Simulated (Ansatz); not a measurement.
# CH8O4Si2: up Jacob's ladder to CCSD(T)

Aim: compute CH8O4Si2 with functionals from several rungs and with coupled cluster. The yardstick is the atomisation energy at the CCSD(T) limit.

Program: Ansatz 0.2.0, Gaussian basis. Level of theory: functionals in def2-TZVPP, the program's frozen cores in correlated methods. These are calculated values, not measurements.

Plan: PBE-D4, r2SCAN-D4, PBE0-D4, B3LYP-D4, ωB97X-V, ωB97M-V, B2PLYP; CCSD(T)/def2-TZVPP; MP2/def2-QZVPP; extrapolation to the limit.

## 1. The geometry

All runs share one geometry, relaxed beforehand with PBE0-D4 in a triple-zeta def2 set.

SMILES `CO[SiH](O)[SiH](O)O`, 15 atoms, charge 0, spin multiplicity 1.

Atoms are counted from 1 here; the program's logs count them from 0.

Bond lengths: C1–O2 1.411 Å, C1–H8 1.097 Å, C1–H9 1.095 Å, C1–H10 1.091 Å, O2–Si3 1.644 Å, Si3–O4 1.642 Å, Si3–Si5 2.346 Å, Si3–H11 1.497 Å, O4–H12 0.959 Å, Si5–O6 1.646 Å, Si5–O7 1.652 Å, Si5–H13 1.496 Å, O6–H14 0.959 Å, O7–H15 0.958 Å. Angles: O2–C1–H8 111.4°, O2–C1–H9 111.4°, O2–C1–H10 108.2°, H8–C1–H9 108.5°, H8–C1–H10 108.6°, H9–C1–H10 108.8°, C1–O2–Si3 122.9°, O2–Si3–O4 108.3°, O2–Si3–Si5 112.2°, O2–Si3–H11 107.2°, O4–Si3–Si5 105.3°, O4–Si3–H11 111.3°, Si5–Si3–H11 112.5°, Si3–O4–H12 117.7°, Si3–Si5–O6 103.6°, Si3–Si5–O7 113.4°, Si3–Si5–H13 112.9°, O6–Si5–O7 108.4° and more.

As a file:

```csv
atom,x (Å),y (Å),z (Å)
C1,1.96727,-1.12880,-0.94307
O2,0.98069,-1.46515,0.00734
Si3,-0.55468,-0.87946,-0.05328
O4,-1.48157,-1.75205,0.98448
Si5,-0.68781,1.33457,0.71155
O6,0.44730,2.12195,-0.18264
O7,-2.15459,2.03830,0.42735
H8,1.62382,-1.32873,-1.96503
H9,2.24640,-0.07268,-0.87140
H10,2.85001,-1.73982,-0.74769
H11,-1.03038,-1.02792,-1.46464
H12,-1.54983,-2.69665,0.83457
H13,-0.40756,1.46377,2.17555
H14,0.52534,3.07138,-0.07067
H15,-2.77441,2.06131,1.15760
```

## 2. PBE-D4 (GGA)

in.yaml

```yaml
crystal:
  periodic: [false, false, false]
  atoms:
    - {symbol: C, position_ang: [1.967266, -1.128803, -0.943071]}
    - {symbol: O, position_ang: [0.980690, -1.465153, 0.007336]}
    - {symbol: Si, position_ang: [-0.554683, -0.879463, -0.053277]}
    - {symbol: O, position_ang: [-1.481574, -1.752046, 0.984480]}
    - {symbol: Si, position_ang: [-0.687806, 1.334566, 0.711554]}
    - {symbol: O, position_ang: [0.447301, 2.121948, -0.182644]}
    - {symbol: O, position_ang: [-2.154587, 2.038296, 0.427350]}
    - {symbol: H, position_ang: [1.623824, -1.328734, -1.965031]}
    - {symbol: H, position_ang: [2.246396, -0.072684, -0.871400]}
    - {symbol: H, position_ang: [2.850014, -1.739818, -0.747691]}
    - {symbol: H, position_ang: [-1.030378, -1.027922, -1.464638]}
    - {symbol: H, position_ang: [-1.549827, -2.696648, 0.834567]}
    - {symbol: H, position_ang: [-0.407564, 1.463773, 2.175545]}
    - {symbol: H, position_ang: [0.525342, 3.071380, -0.070669]}
    - {symbol: H, position_ang: [-2.774414, 2.061308, 1.157598]}
basis:
  gaussian: {orbitals: def2-TZVPP}
hamiltonian: {xc: pbe, dispersion: d4}
output: {forces: true, orbitals: {seedname: orbitals}}
```

On the command line:

```
> ansatz run in.yaml --threads 2 --pin off --events-out ev --progress --plain --max-ram 22528MiB --backend cuda --devices 0, --max-vram 18GiB
```

After this run come: r2SCAN-D4 (meta-GGA); PBE0-D4 (hybrid); B3LYP-D4 (hybrid); ωB97X-V (range-separated); ωB97M-V (range-separated); B2PLYP (double hybrid); CCSD(T) in def2-TZVPP; MP2 in def2-QZVPP.

Before running them: what should the planned runs give, taken together? Wanted: atomisation energy, CCSD(T)/CBS; farthest; mean size of error, hybrid; mean size of error, range-separated; gap, smallest and largest; T1 diagnostic; triples share of the correlation energy.

The runs gave:

```
                               quantity                                 value
        atomisation energy, CCSD(T)/CBS                         5774.9 kJ/mol
 functionals within 28.9 kJ/mol (0.5 %)           r2SCAN-D4, ωB97X-V, ωB97M-V
                               farthest                B2PLYP (-101.4 kJ/mol)
             mean size of error, hybrid                           72.2 kJ/mol
    mean size of error, range-separated                           16.0 kJ/mol
              gap, smallest and largest  4.89 eV (PBE-D4), 11.39 eV (ωB97X-V)
                          T1 diagnostic                                0.0121
triples share of the correlation energy                                 3.5 %
```

What this shows: PBE-D4 is off by +31.7 kJ/mol. Double hybrids carry the basis error of their MP2 part in triple zeta, and no dispersion term here, so their miss is partly the set-up's. Misses under about 28.9 kJ/mol are within the doubt on the reference itself, which lacks core-valence correlation, relativity and higher excitations. Hartree-Fock recovers 71 % of the binding; the rest is correlation. Orbital gaps span 4.9 to 11.4 eV; exact exchange widens them.
